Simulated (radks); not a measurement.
# Ionisation of Co⁴⁺: one atom, several choices of functional

The task here is to estimate one member of a computed series from the others.

The numbers are computed with radks (a radial shooting solver on a logarithmic mesh, Libxc functionals) version 1 (Dirac Kohn-Sham, spin-unpolarised, spherical densities, finite nucleus; open shells are shared between the two j in proportion to 2j + 1), except any that are marked as measured or tabulated.

**The atom as given**

| Property | Result |
| --- | --- |
| element | cobalt (Z = 27) |
| charge | +4 |
| electrons | 23 |
| configuration | [Ar] 3d5 |
| ion | Co⁵⁺, [Ar] 3d4 |
| choices | OLYP; AM05; HCTH/407; LDA (Slater exchange, Perdew-Zunger correlation); PW91 |

The outer shells:

Co⁴⁺
```
[Ar] core
3d [↑ ][↑ ][↑ ][↑ ][↑ ]
```

Co⁵⁺
```
[Ar] core
3d [↑ ][↑ ][↑ ][↑ ][  ]
```

The first run:

The run's settings:

```text
Z 27
configuration [Ar] 3d5
relativity Dirac
functional optx,lyp
spin unpolarised
j_filling average
nucleus finite rms 3.7875 fm
c 137.035999084
```

Steps of the session up to this table: OLYP: Co⁴⁺; OLYP: Co⁵⁺; AM05: Co⁴⁺; AM05: Co⁵⁺; HCTH/407: Co⁴⁺; HCTH/407: Co⁵⁺; LDA (Slater exchange, Perdew-Zunger correlation): Co⁴⁺; LDA (Slater exchange, Perdew-Zunger correlation): Co⁵⁺; PW91: Co⁴⁺; PW91: Co⁵⁺.

One table of the session follows, with a row left open; its other results are not shown here.

| functional | Δ-SCF (eV) | −ε(HOMO) (eV) | <r> HOMO (bohr) |
| --- | --- | --- | --- |
| OLYP | 77.670 | 66.146 | 0.8769 |
| AM05 | 77.309 | 65.833 | 0.8778 |
| HCTH/407 | 78.261 | 66.705 | 0.8722 |
| LDA (Slater exchange, Perdew-Zunger correlation) | ? | ? | ? |
| PW91 | 77.463 | 65.982 | 0.8796 |

Q: Estimate the row for LDA (Slater exchange, Perdew-Zunger correlation) from the others.

**Answer.** Δ-SCF (eV): 77.613; −ε(HOMO) (eV): 66.144; <r> HOMO (bohr): 0.8787. In the column «Δ-SCF (eV)» it lies between PW91 (77.463) and OLYP (77.670).

Spin polarisation and multiplet splitting are left out, so open shells lie too high by an amount that depends on their filling.
